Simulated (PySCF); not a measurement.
# BrGeH3: the cost of one run

Computed with PySCF 2.14.0 and routines of our own; the level stands in each step. Atoms count from 0.

### Step 1. The starting structure

5 atoms, charge 0, multiplicity 1; geometry from: GFN2-xTB.

### Step 2. Relaxing the molecule at PBE0-D3(BJ)/def2-SVP

What the job is given:

```
{"job": {"xc": "PBE0", "basis": "def2-SVP", "d3": "d3bj", "grid": 1, "maxiter": 30, "shake": 0.01, "kind": "geom"}, "charge": 0, "multiplicity": 1}
Ge    -0.162260    -0.029000    -0.006660
Br     2.068000     0.036050     0.075620
H     -0.686220    -0.647210     1.245960
H     -0.617660     1.417690    -0.124790
H     -0.568290    -0.811510    -1.228030
```

On the command line:

```
> OMP_NUM_THREADS=1 python heavy_run.py task.json out
```

This one command runs all jobs of the session in turn.

Q: Estimate the wall time and peak memory of this first job on 1 thread of Intel Xeon Platinum 8375C at 2.90GHz, shared host.

About 11 s, with a peak of 0.35 GiB.
